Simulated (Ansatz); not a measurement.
# Si₂H₃Cl₃ (built from SMILES [SiH3][Si](Cl)(Cl)Cl; bonds differ from it in a structure shown): search for a transition state, part 1 of 2

Aim: find the saddle point of a extrusion of a silylene or germylene that is to form Si1–Cl3 and break Si1–Si2, Si2–Cl3, prove it by its vibrations, and relax downhill on both sides to see what it joins.

The runs use Ansatz 0.2.0, Gaussian basis; PBE0-D4, def2-SVP first, then def2-TZVP.

114 further runs of the same task are left out: 114 set aside as unsound or not needed. Runs told in other sessions of the task aren't counted.

### 1 Starting geometry

The guess: 8 atoms, charge 0, spin multiplicity 1.

Atoms are counted from 1 here; the program's logs count them from 0.

Bond lengths: Si1–Si2 2.469 Å, Si1–H6 1.461 Å, Si1–H7 1.464 Å, Si1–H8 1.488 Å, Si2–Cl3 2.339 Å, Si2–Cl4 2.038 Å, Si2–Cl5 2.039 Å. Angles: Si2–Si1–H6 94.5°, Si2–Si1–H7 94.5°, Si2–Si1–H8 142.9°, H6–Si1–H7 124.4°, H6–Si1–H8 102.8°, H7–Si1–H8 102.0°, Si1–Si2–Cl3 61.6°, Si1–Si2–Cl4 128.0°, Si1–Si2–Cl5 125.3°, Cl3–Si2–Cl4 99.3°, Cl3–Si2–Cl5 99.0°, Cl4–Si2–Cl5 104.3°.

As a file:

```
Si   -0.2106   -0.0973    1.2309
Si   -0.1595    0.4955   -1.1649
Cl    1.1809   -1.2738   -0.4273
Cl   -1.1138   -0.4346   -2.7068
Cl    1.2751    1.6279   -2.0697
H    -1.5979   -0.5562    1.2049
H     0.2129    1.2276    1.6872
H     0.4129   -0.9892    2.2458
```

Distances that are to change: Si1–Cl3 2.46 Å, Si1–Si2 2.47 Å, Si2–Cl3 2.34 Å.

### 2 Relaxing the guess with the reacting distances held

The input, hold/in.yaml:

```yaml
crystal:
  periodic: [false, false, false]
  atoms:
    - {symbol: Si, position_ang: [-0.210600, -0.097300, 1.230900]}
    - {symbol: Si, position_ang: [-0.159500, 0.495500, -1.164900]}
    - {symbol: Cl, position_ang: [1.180900, -1.273800, -0.427300]}
    - {symbol: Cl, position_ang: [-1.113800, -0.434600, -2.706800]}
    - {symbol: Cl, position_ang: [1.275100, 1.627900, -2.069700]}
    - {symbol: H, position_ang: [-1.597900, -0.556200, 1.204900]}
    - {symbol: H, position_ang: [0.212900, 1.227600, 1.687200]}
    - {symbol: H, position_ang: [0.412900, -0.989200, 2.245800]}
basis:
  gaussian: {orbitals: def2-SVP}
hamiltonian: {xc: pbe0, dispersion: d4}
relax: {f_tol: 0.04, max_steps: 150, escape_saddle: false, constraints: [{distance: [0, 2]}, {distance: [0, 1]}, {distance: [1, 2]}]}
```

Launch:

```console
ansatz run in.yaml --threads 8 --pin off --events-out ev --progress --plain --max-ram 19148MiB
```

Standard output:

```text
Functional definition: PBE0
  name "PBE0"
  cite "Adamo & Barone, J. Chem. Phys. 110, 6158 (1999) doi:10.1063/1.478522"
  cite "Perdew, Burke & Ernzerhof, Phys. Rev. Lett. 77, 3865 (1996) doi:10.1103/PhysRevLett.77.3865"
  parent pbe
  parameter a = 0.25
  parameter kappa = 0.804
  parameter beta = 0.06672455060314922
  exchange = (1 - a)*pbe_x(kappa = kappa, mu = beta*pi^2/3) + a*exact_x
  correlation = pbe_c(beta = beta)
1027 factors; integrals over basis functions are off by at most 5.8e-4 eV
mean field evaluation 1: about -53337.6429 eV, gradient 1.5e1 eV
mean field evaluation 2: about -53337.4557 eV, gradient 1.8e1 eV
mean field evaluation 4: about -53338.3438 eV, gradient 6.6e-1 eV
mean field evaluation 8: about -53338.3464 eV, gradient 1.0e-2 eV
mean field -53338.34639871 eV, -1960.1480761230 hartree, gradient 3.3e-5 eV, S^2 0.000000; 0 other end points of the search recorded, 0 dependent functions left out
the calculation of the forces begins
reference -53338.34642420 eV, -1960.1480770594 hartree; 41, 41 occupied and 64, 64 virtual orbitals, 1027 factors
relax step   1: F+E_penalty+E_count = -53338.62859935 eV  Δ(F+E_penalty+E_count) = +0.000e0 eV  max|allowed force component| = 7.095e-1 eV/Å  Δτ_max = 0.0000 Å  (24 SCF iters, accepted)
  distance Si 0 - Cl 2 held at 2.463747 Å   reaction = +2.0348e-1 eV/Å
  distance Si 0 - Si 1 held at 2.468579 Å   reaction = +6.2032e-2 eV/Å
  distance Si 1 - Cl 2 held at 2.339049 Å   reaction = +5.1473e-1 eV/Å
these checks for a lower state are left out or cut short: starts, cluster_reference, orbital_swaps, neighbouring_geometries, increment
1027 factors; integrals over basis functions are off by at most 7.0e-4 eV
mean field evaluation 16: about -53338.4778 eV, gradient 3.7e-1 eV
mean field -53338.48043442 eV, -1960.1530018443 hartree, gradient 9.1e-6 eV, S^2 0.000000; 0 other end points of the search recorded, 0 dependent functions left out
the calculation of the forces begins
reference -53338.48046014 eV, -1960.1530027897 hartree; 41, 41 occupied and 64, 64 virtual orbitals, 1027 factors
relax step   2: F+E_penalty+E_count = -53338.75699656 eV  Δ(F+E_penalty+E_count) = -1.284e-1 eV  max|allowed force component| = 3.507e-1 eV/Å  Δτ_max = 0.1522 Å  (27 SCF iters, accepted)
  distance Si 0 - Cl 2 held at 2.463747 Å   reaction = -7.0698e-1 eV/Å
  distance Si 0 - Si 1 held at 2.468579 Å   reaction = +2.0182e-1 eV/Å
  distance Si 1 - Cl 2 held at 2.339049 Å   reaction = +6.9911e-1 eV/Å
these checks for a lower state are left out or cut short: starts, cluster_reference, orbital_swaps, neighbouring_geometries, increment
1027 factors; integrals over basis functions are off by at most 6.9e-4 eV
mean field -53338.50984194 eV, -1960.1540825507 hartree, gradient 4.1e-5 eV, S^2 0.000000; 0 other end points of the search recorded, 0 dependent functions left out
the calculation of the forces begins
reference -53338.50986759 eV, -1960.1540834933 hartree; 41, 41 occupied and 64, 64 virtual orbitals, 1027 factors
relax step   3: F+E_penalty+E_count = -53338.78669532 eV  Δ(F+E_penalty+E_count) = -2.970e-2 eV  max|allowed force component| = 1.517e-1 eV/Å  Δτ_max = 0.0663 Å  (24 SCF iters, accepted)
  distance Si 0 - Cl 2 held at 2.463747 Å   reaction = -7.6471e-1 eV/Å
  distance Si 0 - Si 1 held at 2.468579 Å   reaction = +2.0321e-1 eV/Å
  distance Si 1 - Cl 2 held at 2.339049 Å   reaction = +6.9335e-1 eV/Å
these checks for a lower state are left out or cut short: starts, cluster_reference, orbital_swaps, neighbouring_geometries, increment
1027 factors; integrals over basis functions are off by at most 6.7e-4 eV
mean field evaluation 32: about -53338.5104 eV, gradient 1.2e-5 eV
mean field -53338.51038197 eV, -1960.1541023966 hartree, gradient 1.2e-5 eV, S^2 0.000000; 0 other end points of the search recorded, 0 dependent functions left out
the calculation of the forces begins
reference -53338.51040753 eV, -1960.1541033360 hartree; 41, 41 occupied and 64, 64 virtual orbitals, 1027 factors
relax step   4: F+E_penalty+E_count = -53338.78832471 eV  Δ(F+E_penalty+E_count) = -1.629e-3 eV  max|allowed force component| = 4.176e-1 eV/Å  Δτ_max = 0.1492 Å  (27 SCF iters, accepted)
  distance Si 0 - Cl 2 held at 2.463747 Å   reaction = -1.3034e0 eV/Å
  distance Si 0 - Si 1 held at 2.468579 Å   reaction = +8.8042e-1 eV/Å
  distance Si 1 - Cl 2 held at 2.339049 Å   reaction = +8.6604e-1 eV/Å
these checks for a lower state are left out or cut short: starts, cluster_reference, orbital_swaps, neighbouring_geometries, increment
1027 factors; integrals over basis functions are off by at most 6.2e-4 eV
mean field -53338.56189405 eV, -1960.1559954306 hartree, gradient 1.1e-5 eV, S^2 0.000000; 0 other end points of the search recorded, 0 dependent functions left out
the calculation of the forces begins
reference -53338.56191953 eV, -1960.1559963670 hartree; 41, 41 occupied and 64, 64 virtual orbitals, 1027 factors
relax step   5: F+E_penalty+E_count = -53338.83941189 eV  Δ(F+E_penalty+E_count) = -5.109e-2 eV  max|allowed force component| = 2.354e-1 eV/Å  Δτ_max = 0.2000 Å  (28 SCF iters, accepted)
  distance Si 0 - Cl 2 held at 2.463747 Å   reaction = -1.2541e0 eV/Å
  distance Si 0 - Si 1 held at 2.468579 Å   reaction = +6.2920e-1 eV/Å
  distance Si 1 - Cl 2 held at 2.339049 Å   reaction = +9.7043e-1 eV/Å
these checks for a lower state are left out or cut short: starts, cluster_reference, orbital_swaps, neighbouring_geometries, increment
1027 factors; integrals over basis functions are off by at most 5.4e-4 eV
mean field -53338.62157840 eV, -1960.1581887898 hartree, gradient 8.5e-6 eV, S^2 0.000000; 0 other end points of the search recorded, 0 dependent functions left out
the calculation of the forces begins
reference -53338.62160381 eV, -1960.1581897238 hartree; 41, 41 occupied and 64, 64 virtual orbitals, 1027 factors
relax step   6: F+E_penalty+E_count = -53338.89846918 eV  Δ(F+E_penalty+E_count) = -5.906e-2 eV  max|allowed force component| = 2.585e-1 eV/Å  Δτ_max = 0.2000 Å  (28 SCF iters, accepted)
  distance Si 0 - Cl 2 held at 2.463747 Å   reaction = -1.5767e0 eV/Å
  distance Si 0 - Si 1 held at 2.468579 Å   reaction = +7.8052e-1 eV/Å
  distance Si 1 - Cl 2 held at 2.339049 Å   reaction = +1.1320e0 eV/Å
these checks for a lower state are left out or cut short: starts, cluster_reference, orbital_swaps, neighbouring_geometries, increment
1027 factors; integrals over basis functions are off by at most 4.8e-4 eV
mean field -53338.66707845 eV, -1960.1598608860 hartree, gradient 2.5e-5 eV, S^2 0.000000; 0 other end points of the search recorded, 0 dependent functions left out
the calculation of the forces begins
reference -53338.66710391 eV, -1960.1598618218 hartree; 41, 41 occupied and 64, 64 virtual orbitals, 1027 factors
relax step   7: F+E_penalty+E_count = -53338.94378801 eV  Δ(F+E_penalty+E_count) = -4.532e-2 eV  max|allowed force component| = 3.701e-1 eV/Å  Δτ_max = 0.1953 Å  (26 SCF iters, accepted)
  distance Si 0 - Cl 2 held at 2.463747 Å   reaction = -1.8836e0 eV/Å
  distance Si 0 - Si 1 held at 2.468579 Å   reaction = +8.9221e-1 eV/Å
  distance Si 1 - Cl 2 held at 2.339049 Å   reaction = +1.3115e0 eV/Å
these checks for a lower state are left out or cut short: starts, cluster_reference, orbital_swaps, neighbouring_geometries, increment
1027 factors; integrals over basis functions are off by at most 4.6e-4 eV
mean field -53338.71410111 eV, -1960.1615889369 hartree, gradient 1.0e-5 eV, S^2 0.000000; 0 other end points of the search recorded, 0 dependent functions left out
the calculation of the forces begins
reference -53338.71412663 eV, -1960.1615898747 hartree; 41, 41 occupied and 64, 64 virtual orbitals, 1027 factors
relax step   8: F+E_penalty+E_count = -53338.99068529 eV  Δ(F+E_penalty+E_count) = -4.690e-2 eV  max|allowed force component| = 1.216e-1 eV/Å  Δτ_max = 0.2000 Å  (26 SCF iters, accepted)
  distance Si 0 - Cl 2 held at 2.463747 Å   reaction = -1.9346e0 eV/Å
  distance Si 0 - Si 1 held at 2.468579 Å   reaction = +1.0896e0 eV/Å
  distance Si 1 - Cl 2 held at 2.339049 Å   reaction = +1.3198e0 eV/Å
these checks for a lower state are left out or cut short: starts, cluster_reference, orbital_swaps, neighbouring_geometries, increment
1027 factors; integrals over basis functions are off by at most 4.2e-4 eV
mean field evaluation 64: about -53338.7263 eV, gradient 1.3e-1 eV
mean field -53338.72645236 eV, -1960.1620428370 hartree, gradient 9.7e-6 eV, S^2 0.000000; 0 other end points of the search recorded, 0 dependent functions left out
the calculation of the forces begins
reference -53338.72647807 eV, -1960.1620437817 hartree; 41, 41 occupied and 64, 64 virtual orbitals, 1027 factors
relax step   9: F+E_penalty+E_count = -53339.00356900 eV  Δ(F+E_penalty+E_count) = -1.288e-2 eV  max|allowed force component| = 7.960e-2 eV/Å  Δτ_max = 0.2000 Å  (26 SCF iters, accepted)
  distance Si 0 - Cl 2 held at 2.463747 Å   reaction = -2.0388e0 eV/Å
  distance Si 0 - Si 1 held at 2.468579 Å   reaction = +1.2884e0 eV/Å
  distance Si 1 - Cl 2 held at 2.339049 Å   reaction = +1.3604e0 eV/Å
these checks for a lower state are left out or cut short: starts, cluster_reference, orbital_swaps, neighbouring_geometries, increment
1027 factors; integrals over basis functions are off by at most 4.2e-4 eV
mean field -53338.73126284 eV, -1960.1622196189 hartree, gradient 4.5e-5 eV, S^2 0.000000; 0 other end points of the search recorded, 0 dependent functions left out
the calculation of the forces begins
reference -53338.73128859 eV, -1960.1622205650 hartree; 41, 41 occupied and 64, 64 virtual orbitals, 1027 factors
relax step  10: F+E_penalty+E_count = -53339.00808331 eV  Δ(F+E_penalty+E_count) = -4.514e-3 eV  max|allowed force component| = 9.121e-3 eV/Å  Δτ_max = 0.0498 Å  (23 SCF iters, accepted)
  distance Si 0 - Cl 2 held at 2.463747 Å   reaction = -2.0059e0 eV/Å
  distance Si 0 - Si 1 held at 2.468579 Å   reaction = +1.2354e0 eV/Å
  distance Si 1 - Cl 2 held at 2.339049 Å   reaction = +1.3467e0 eV/Å
1027 factors; integrals over basis functions are off by at most 4.2e-4 eV
mean field -53338.73126284 eV, -1960.1622196189 hartree, gradient 4.5e-5 eV, S^2 0.000000; 1 other end points of the search recorded, 0 dependent functions left out
the calculation of the forces begins
reference -53338.73128859 eV, -1960.1622205650 hartree; 41, 41 occupied and 64, 64 virtual orbitals, 1027 factors
Total energy: -53339.00810906 eV, -1960.1723935297 hartree
Atom 0 at    -0.216372    -0.062147     1.202595 Å, force    -0.579723     1.575872     0.117305 eV/Å
Atom 1 at     0.088287     0.440863    -1.194913 Å, force     0.187902    -1.477672     1.641733 eV/Å
Atom 2 at     0.683057    -1.684145    -0.419194 Å, force     0.387897    -0.097820    -1.767156 eV/Å
Atom 3 at    -1.337565     0.187433    -2.638044 Å, force     0.009121     0.003831    -0.001460 eV/Å
Atom 4 at     1.752466     1.269567    -2.045172 Å, force    -0.008650    -0.001482     0.003850 eV/Å
Atom 5 at    -1.284716    -1.079787     1.378385 Å, force    -0.000616    -0.000926     0.005421 eV/Å
Atom 6 at    -0.780586     1.184467     1.843729 Å, force     0.002292    -0.003200    -0.000779 eV/Å
Atom 7 at     1.095428    -0.256350     1.872715 Å, force     0.001777     0.001398     0.001088 eV/Å
Dipole moment:    -0.061595     0.195841    -0.022154 e Å
```

It took 10 s on 8 threads of Intel Xeon Platinum 8259CL at 2.50GHz, shared host.

Relaxation path:

| step | energy from step 1 (eV) | largest force component (eV/Å) |
| --- | --- | --- |
| 1 | 0.0000 | 0.7095 |
| 2 | -0.1284 | 0.3507 |
| 3 | -0.1581 | 0.1517 |
| 4 | -0.1597 | 0.4176 |
| 5 | -0.2108 | 0.2354 |
| 6 | -0.2699 | 0.2585 |
| 7 | -0.3152 | 0.3701 |
| 8 | -0.3621 | 0.1216 |
| 9 | -0.3750 | 0.0796 |
| 10 | -0.3795 | 0.0091 |

Close pairs (by a distance rule), those that changed most:

| bond | before (Å) | after (Å) | change (Å) |
| --- | --- | --- | --- |
| Si1–H7 | 1.464 | 1.511 | +0.047 |
| Si1–H6 | 1.461 | 1.486 | +0.024 |
| Si2–Cl4 | 2.038 | 2.044 | +0.007 |
| Si2–Cl5 | 2.039 | 2.044 | +0.005 |
| Si1–H8 | 1.488 | 1.486 | -0.002 |
| Si1–Si2 | 2.469 | 2.469 | +0.000 |
| Si2–Cl3 | 2.339 | 2.339 | +0.000 |

### 3 A starting Hessian

The input, hessian/in.yaml:

```yaml
crystal:
  periodic: [false, false, false]
  atoms:
    - {symbol: Si, position_ang: [-0.216372, -0.062147, 1.202595]}
    - {symbol: Si, position_ang: [0.088287, 0.440863, -1.194913]}
    - {symbol: Cl, position_ang: [0.683057, -1.684145, -0.419194]}
    - {symbol: Cl, position_ang: [-1.337565, 0.187433, -2.638044]}
    - {symbol: Cl, position_ang: [1.752466, 1.269567, -2.045172]}
    - {symbol: H, position_ang: [-1.284716, -1.079787, 1.378385]}
    - {symbol: H, position_ang: [-0.780586, 1.184467, 1.843729]}
    - {symbol: H, position_ang: [1.095428, -0.256350, 1.872715]}
basis:
  gaussian: {orbitals: def2-SVP}
hamiltonian: {xc: pbe0, dispersion: d4}
phonons: {}
scf: {lower_state_search: off}
```

Launch:

```console
ansatz run in.yaml --threads 8 --pin off --events-out ev --progress --plain --max-ram 19148MiB
```

Standard output (excerpt; [...] marks lines left out):

```text
[... 5 set-up lines as earlier in the session ...]
[...]
1033 factors; integrals over basis functions are off by at most 2.2e-4 eV
[...]
mean field -53338.73128048 eV, -1960.1622202671 hartree, gradient 3.9e-6 eV, S^2 0.000000; 0 other end points of the search recorded, 0 dependent functions left out
[...]
reference -53338.73130647 eV, -1960.1622212221 hartree; 41, 41 occupied and 64, 64 virtual orbitals, 1033 factors
[... from here to the last solve, the lines of the solves are left out (47 solves) ...]
1033 factors; integrals over basis functions are off by at most 2.2e-4 eV
mean field -53338.73125031 eV, -1960.1622191583 hartree, gradient 9.6e-6 eV, S^2 0.000000; 0 other end points of the search recorded, 0 dependent functions left out
[...]
WARN: phonons: modes at or below zero, which the zero-point energy, F, S and C_V leave out: 1, the lowest at -128.98 cm⁻¹. A minimum has none, and a first-order saddle one
[...]
Atom 0 at    -0.216372    -0.062147     1.202595 Å, force    -0.579758     1.575911     0.117375 eV/Å
Atom 1 at     0.088287     0.440863    -1.194913 Å, force     0.187734    -1.477597     1.641836 eV/Å
Atom 2 at     0.683057    -1.684145    -0.419194 Å, force     0.387962    -0.097999    -1.767229 eV/Å
Atom 3 at    -1.337565     0.187433    -2.638044 Å, force     0.009245     0.003874    -0.001446 eV/Å
Atom 4 at     1.752466     1.269567    -2.045172 Å, force    -0.008659    -0.001544     0.003826 eV/Å
Atom 5 at    -1.284716    -1.079787     1.378385 Å, force    -0.000630    -0.000924     0.005376 eV/Å
Atom 6 at    -0.780586     1.184467     1.843729 Å, force     0.002280    -0.003210    -0.000772 eV/Å
Atom 7 at     1.095428    -0.256350     1.872715 Å, force     0.001826     0.001490     0.001035 eV/Å
Dipole moment:    -0.061594     0.195842    -0.022151 e Å
Vibrations: -128.98 69.44 140.15 140.51 175.35 241.91 306.33 370.44 580.21 606.25 608.97 633.48 818.96 982.81 1034.35 2139.73 2250.33 2282.52 cm⁻¹, zero-point energy 0.829561 eV
Checks for a lower state left out: stability, starts, cluster_reference, orbital_swaps, neighbouring_geometries, increment
```

It took 28 s on 8 threads of Intel Xeon Platinum 8259CL at 2.50GHz, shared host.

The structure is not stationary yet, so these wavenumbers are no spectrum; the search needs only the force constants.

### 4 Saddle search in the small basis

The search itself is an outer loop (partitioned rational-function steps, Bofill update of the Hessian). Each step is one single-point run with forces. It stops when the largest force is under 0.04 eV/Å and the followed curvature is negative. The first step's input:

The input, presaddle/in.yaml:

```yaml
crystal:
  periodic: [false, false, false]
  atoms:
    - {symbol: Si, position_ang: [-0.216372, -0.062147, 1.202595]}
    - {symbol: Si, position_ang: [0.088287, 0.440863, -1.194913]}
    - {symbol: Cl, position_ang: [0.683057, -1.684145, -0.419194]}
    - {symbol: Cl, position_ang: [-1.337565, 0.187433, -2.638044]}
    - {symbol: Cl, position_ang: [1.752466, 1.269567, -2.045172]}
    - {symbol: H, position_ang: [-1.284716, -1.079787, 1.378385]}
    - {symbol: H, position_ang: [-0.780586, 1.184467, 1.843729]}
    - {symbol: H, position_ang: [1.095428, -0.256350, 1.872715]}
basis:
  gaussian: {orbitals: def2-SVP}
hamiltonian: {xc: pbe0, dispersion: d4}
output: {forces: true}
scf: {lower_state_search: off}
```

Launch:

```console
ansatz run in.yaml --threads 8 --pin off --events-out ev --progress --plain --max-ram 19148MiB
```

Step by step:

| step | energy (eV) | largest force (eV/Å) | followed curvature (eV/Å²) |
| --- | --- | --- | --- |
| 1 | -53339.00808 | 1.7672 | -1.32 |
| 2 | -53338.57673 | 1.2131 | -2.80 |
| 3 | -53338.35442 | 1.1310 | -4.01 |
| 4 | -53338.40427 | 0.3899 | -4.07 |
| 5 | -53338.41527 | 0.1596 | -3.80 |
| 6 | -53338.43635 | 0.3331 | -3.82 |
| 7 | -53338.50155 | 0.7005 | -3.84 |
| 8 | -53338.57002 | 1.2714 | -3.85 |
| 9 | -53338.53520 | 1.5309 | -3.78 |
| 10 | -53338.61215 | 0.4651 | -4.49 |
| 11 | -53338.65506 | 0.3511 | -4.49 |
| 12 | -53338.67368 | 0.3192 | -4.45 |
| 13 | -53338.68395 | 0.1653 | -4.39 |
| 14 | -53338.70189 | 0.6970 | -4.68 |
| 15 | -53338.69983 | 0.5470 | -4.51 |
| 16 | -53338.70184 | 0.5274 | -4.17 |
| 17 | -53338.70753 | 0.2165 | -4.38 |
| 18 | -53338.70934 | 0.1364 | -4.24 |
| 19 | -53338.70919 | 0.0789 | -4.21 |
| 20 | -53338.70969 | 0.0487 | -4.42 |
| 21 | -53338.70849 | 0.1477 | -4.57 |
| 22 | -53338.71003 | 0.0371 | -4.65 |

The 22 steps took 15 s in all (8 threads of Intel Xeon Platinum 8259CL at 2.50GHz, shared host).

### 5 Saddle search in triple zeta

The search itself is an outer loop (partitioned rational-function steps, Bofill update of the Hessian). Each step is one single-point run with forces. It stops when the largest force is under 0.01 eV/Å and the followed curvature is negative. The first step's input:

The input, saddle/in.yaml:

```yaml
crystal:
  periodic: [false, false, false]
  atoms:
    - {symbol: Si, position_ang: [-0.144574, -0.168032, 1.263423]}
    - {symbol: Si, position_ang: [-0.172341, 0.518898, -1.212728]}
    - {symbol: Cl, position_ang: [1.183628, -1.224089, -0.356192]}
    - {symbol: Cl, position_ang: [-1.194878, -0.456334, -2.734512]}
    - {symbol: Cl, position_ang: [1.253031, 1.692154, -2.159218]}
    - {symbol: H, position_ang: [-1.589298, -0.529714, 1.226038]}
    - {symbol: H, position_ang: [0.164210, 1.225821, 1.692756]}
    - {symbol: H, position_ang: [0.500221, -1.058805, 2.280534]}
basis:
  gaussian: {orbitals: def2-TZVP}
hamiltonian: {xc: pbe0, dispersion: d4}
output: {forces: true}
scf: {lower_state_search: off}
```

Launch:

```console
ansatz run in.yaml --threads 8 --pin off --events-out ev --progress --plain --max-ram 19148MiB
```

Step by step:

| step | energy (eV) | largest force (eV/Å) | followed curvature (eV/Å²) |
| --- | --- | --- | --- |
| 1 | -53357.37900 | 0.2171 | -4.65 |
| 2 | -53357.38961 | 0.0568 | -4.68 |
| 3 | -53357.39036 | 0.0478 | -4.64 |
| 4 | -53357.39074 | 0.0257 | -4.65 |
| 5 | -53357.39059 | 0.0605 | -4.64 |
| 6 | -53357.39139 | 0.0477 | -4.49 |
| 7 | -53357.39142 | 0.0384 | -4.45 |
| 8 | -53357.39162 | 0.0253 | -4.38 |
| 9 | -53357.39160 | 0.0513 | -4.37 |
| 10 | -53357.39169 | 0.0339 | -4.34 |
| 11 | -53357.39162 | 0.0517 | -4.34 |
| 12 | -53357.39181 | 0.0171 | -4.37 |
| 13 | -53357.39182 | 0.0294 | -4.38 |
| 14 | -53357.39186 | 0.0046 | -4.39 |

The 14 steps took 27 s in all (8 threads of Intel Xeon Platinum 8259CL at 2.50GHz, shared host).

The point found:

```mol
Cl3H3Si2
  3D, bonds by distance, orders not assigned

  8  7  0  0  0  0  0  0  0  0999 V2000
   -0.1487   -0.1672    1.2493 Si  0  0
   -0.1755    0.5034   -1.2049 Si  0  0
    1.1865   -1.1895   -0.3488 Cl  0  0
   -1.1569   -0.4895   -2.7220 Cl  0  0
    1.2118    1.7068   -2.1415 Cl  0  0
   -1.5969   -0.4846    1.2390 H   0  0
    0.2152    1.2047    1.6783 H   0  0
    0.4647   -1.0843    2.2507 H   0  0
  1  3  8  0
  1  6  8  0
  1  7  8  0
  1  8  8  0
  2  3  8  0
  2  4  8  0
  2  5  8  0
M  END
```

Followed mode, largest move set to 1: Si2 (-0.43, 0.83, -0.35); Cl3 (-0.29, 0.25, 0.63); Si1 (0.27, -0.48, 0.23); H8 (-0.01, -0.11, 0.58).

(Continued in part 2 of 2.)
